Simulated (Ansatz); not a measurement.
# InCl₂F: up Jacob's ladder to CCSD(T)

Aim: compute InCl₂F with functionals from several rungs and with coupled cluster, and see how far each lands from CCSD(T) at the basis-set limit for the atomisation energy.

Program: Ansatz 0.2.0, Gaussian basis. Level of theory: functionals in def2-TZVPP, the program's frozen cores in correlated methods. These are calculated values, not measurements.

The runs, in order: LDA (SPW92), PBE-D4, revPBE-D4, BLYP-D4, r2SCAN-D4, B97M-V, PBE0-D4, B3LYP-D4, r2SCANh-D4, r2SCAN0-D4, HSE06-D4, BHLYP-D4, CAM-B3LYP-D4, LC-ωPBE, ωB97X-V, ωB97M-V, B2PLYP, PBE-QIDH; CCSD(T)/def2-SVP; CCSD(T)/def2-TZVPP; MP2/def2-QZVPP; extrapolation to the limit; RPA on PBE.

### Step 1. Structure used throughout

An earlier PBE0-D4 in a triple-zeta def2 set relaxation fixed the geometry. In takes the def2 core potential; no spin-orbit term is included.

SMILES `[F][In]([Cl])[Cl]`, 4 atoms, charge 0, spin multiplicity 1.

Atoms are counted from 1 here; the program's logs count them from 0.

Bond lengths: F1–In2 1.927 Å, In2–Cl3 2.285 Å, In2–Cl4 2.285 Å. Angles: F1–In2–Cl3 117.6°, F1–In2–Cl4 117.6°, Cl3–In2–Cl4 124.8°.

### Step 2. LDA

This LDA is Slater exchange with PW92 correlation.

File in.yaml:

```yaml
crystal:
  periodic: [false, false, false]
  atoms:
    - {symbol: F, position_ang: [0.230913, 0.992107, 1.678912]}
    - {symbol: In, position_ang: [0.019127, 0.009231, 0.035552]}
    - {symbol: Cl, position_ang: [1.200209, -1.933302, -0.195808]}
    - {symbol: Cl, position_ang: [-1.394749, 0.871664, -1.538956]}
basis:
  gaussian: {orbitals: def2-TZVPP}
hamiltonian: {xc: lda}
output: {orbitals: {seedname: orbitals}}
```

After this run come: PBE-D4 (GGA); revPBE-D4 (GGA); BLYP-D4 (GGA); r2SCAN-D4 (meta-GGA); B97M-V (meta-GGA); PBE0-D4 (hybrid); B3LYP-D4 (hybrid); r2SCANh-D4 (hybrid); r2SCAN0-D4 (hybrid); HSE06-D4 (hybrid); BHLYP-D4 (hybrid); CAM-B3LYP-D4 (range-separated); LC-ωPBE-D4 (range-separated); ωB97X-V (range-separated); ωB97M-V (range-separated); B2PLYP (double hybrid); PBE-QIDH (double hybrid); CCSD(T) in def2-SVP; CCSD(T) in def2-TZVPP; MP2 in def2-QZVPP; RPA on PBE orbitals.

Q: Predict the results of all the runs planned. Wanted: atomisation energy, CCSD(T)/CBS; farthest beyond LDA; mean size of error, GGA; mean size of error, meta-GGA; mean size of error, hybrid; mean size of error, range-separated; mean size of error, double hybrid; gap, smallest and largest; T1 diagnostic.

As calculated:

```
                               quantity                                                 value
        atomisation energy, CCSD(T)/CBS                                        259.8 kcal/mol
functionals within 2.6 kcal/mol (1.0 %)  PBE-D4, r2SCAN-D4, B97M-V, LC-ωPBE, ωB97X-V, ωB97M-V
                    farthest beyond LDA                             BHLYP-D4 (-22.9 kcal/mol)
                mean size of error, GGA                                          8.0 kcal/mol
           mean size of error, meta-GGA                                          1.2 kcal/mol
             mean size of error, hybrid                                         10.9 kcal/mol
    mean size of error, range-separated                                          3.6 kcal/mol
      mean size of error, double hybrid                                          8.5 kcal/mol
              gap, smallest and largest             4.13 eV (LDA (SPW92)), 11.75 eV (LC-ωPBE)
                          T1 diagnostic                                                0.0144
triples share of the correlation energy                                                 3.5 %
```

What this shows: The LDA atomisation energy is off by 40.9 kcal/mol (16 %): it overbinds. PBE-D4 is off by +1.2 kcal/mol. Double hybrids carry the basis error of their MP2 part in triple zeta, and no dispersion term here, so their miss is partly the set-up's. By mean error the best rung here is meta-GGA (1.2 kcal/mol) and the worst beyond LDA is hybrid (10.9 kcal/mol). The mean of the hybrids holds BHLYP, with half exact exchange. RPA and LDA stand outside this count. Misses under about 2.6 kcal/mol are within the doubt on the reference itself, which lacks core-valence correlation, spin-orbit coupling and higher excitations, and its outer-core shells are covered unevenly. All levels share the lack of spin-orbit coupling, which lowers the free heavy atoms and so the true binding. Hartree-Fock recovers 69 % of the binding; the rest is correlation. CCSD(T) in def2-SVP is off by -27.1 kcal/mol, so the small basis spoils what the method gains. Orbital gaps span 4.1 to 11.8 eV; exact exchange widens them. Correlated methods include outer-core shells of In, which these sets cover unevenly.
